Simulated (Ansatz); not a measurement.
**CdSe (P6_3mc): an equation of state far from equilibrium**

One table from this session's results is given with a row withheld; the runs are named, their logs left out.

The COD entry's cell or inner coordinates are ideal or old and differ from later refinements, so a difference from it is no clean test against experiment.

Method: DFT r²SCAN, scalar-relativistic, plane waves, PAW, in Ansatz 0.2.0.

### The starting structure

It takes space group P6_3mc (No. 186, hexagonal). Conventional cell: a = 4.341 Å, b = 4.341 Å, c = 7.075 Å, α = 90.00°, β = 90.00°, γ = 120.00°. Cd (site symmetry 3m) is surrounded by 4 Se at 2.66 Å. Se (site symmetry 3m) has 4 Cd at 2.66 Å as nearest neighbours.

As a file:

```cif
data_structure
_symmetry_space_group_name_H-M 'P 1'
_symmetry_Int_Tables_number 1
_cell_length_a 4.3407
_cell_length_b 4.3407
_cell_length_c 7.0754
_cell_angle_alpha 90.000
_cell_angle_beta 90.000
_cell_angle_gamma 120.000
_cell_volume 115.45
loop_
_atom_site_label
_atom_site_type_symbol
_atom_site_fract_x
_atom_site_fract_y
_atom_site_fract_z
_atom_site_occupancy
Cd1 Cd 0.33333 0.66667 0.00447 1
Cd2 Cd 0.66667 0.33333 0.50447 1
Se1 Se 0.33333 0.66667 0.38053 1
Se2 Se 0.66667 0.33333 0.88053 1
```

An earlier run at r²SCAN left this cell at 28.862 Å³/atom and 0.01 GPa (10×10×6 mesh).

Set-up of the first run:

Input file input.yaml:

```yaml
crystal:
  lattice:
    - [4.2819943671, 0.0, 0.0]
    - [-2.1409971835, 3.7083159008, 0.0]
    - [0.0, 0.0, 6.9797285415]
  atoms:
    - { symbol: Cd, position: [0.3333333333, 0.6666666667, 0.0044682707] }
    - { symbol: Cd, position: [0.6666666667, 0.3333333333, 0.5044682707] }
    - { symbol: Se, position: [0.3333333333, 0.6666666667, 0.3805317293] }
    - { symbol: Se, position: [0.6666666667, 0.3333333333, 0.8805317293] }
basis:
  ecutwfc: 500
  ecutrho_ratio: 4
kpoints:
  mp_grid: { grid: [10, 10, 6] }
hamiltonian:
  xc: r2scan
scf:
  occupations: { method: gaussian, width: 0.05 }
output:
  forces: true
  stress: true
  eigenvalues: true
relax:
  f_tol: 0.01
  max_steps: 40
  cell: { stress_tol: 0.1, fix: [volume] }
```

The run is started by

```sh
> ansatz run input.yaml --threads 2 --pin off --max-ram 5120MiB --backend cpu --events-out ev --progress --plain --runs-dir out
```

Steps of the session up to this table: Volume × 0.96; Volume × 1.04; Volume × 0.92; Volume × 0.88; Volume × 0.84; Volume × 0.8.

One table of the session follows, with a row left open; its other results are not shown here.

| volume (Å³/atom) | energy above the lowest (meV/atom) | pressure (GPa) | gap on the mesh (eV) |
| --- | --- | --- | --- |
| 23.090 | 278.5 | 18.8 | 1.48 |
| 24.244 | ? | ? | ? |
| 25.399 | 84.5 | 8.8 | 1.39 |
| 26.553 | 34.7 | 5.2 | 1.30 |
| 27.708 | 8.0 | 2.3 | 1.20 |
| 28.862 | 0.0 | 0.0 | 1.11 |
| 30.017 | 6.8 | -1.8 | 1.01 |

Estimate the missing values for volume (Å³/atom) = 24.244.

Worked estimate for «energy above the lowest (meV/atom)». A straight line through the neighbours (23.090, 278.5) and (25.399, 84.5) gives 278.5 + (84.5 − 278.5) × (24.244 − 23.090) / (25.399 − 23.090) = 181.5; a parabola fitted to 3 rows on both sides gives 165.8.

The run gave: energy above the lowest (meV/atom): 163.4; pressure (GPa): 13.3; gap on the mesh (eV): 1.47. In «energy above the lowest (meV/atom)» the line misses by +18.1 and the parabola by +2.4.

Limits of these values: Other structures may be lower in enthalpy at these pressures.
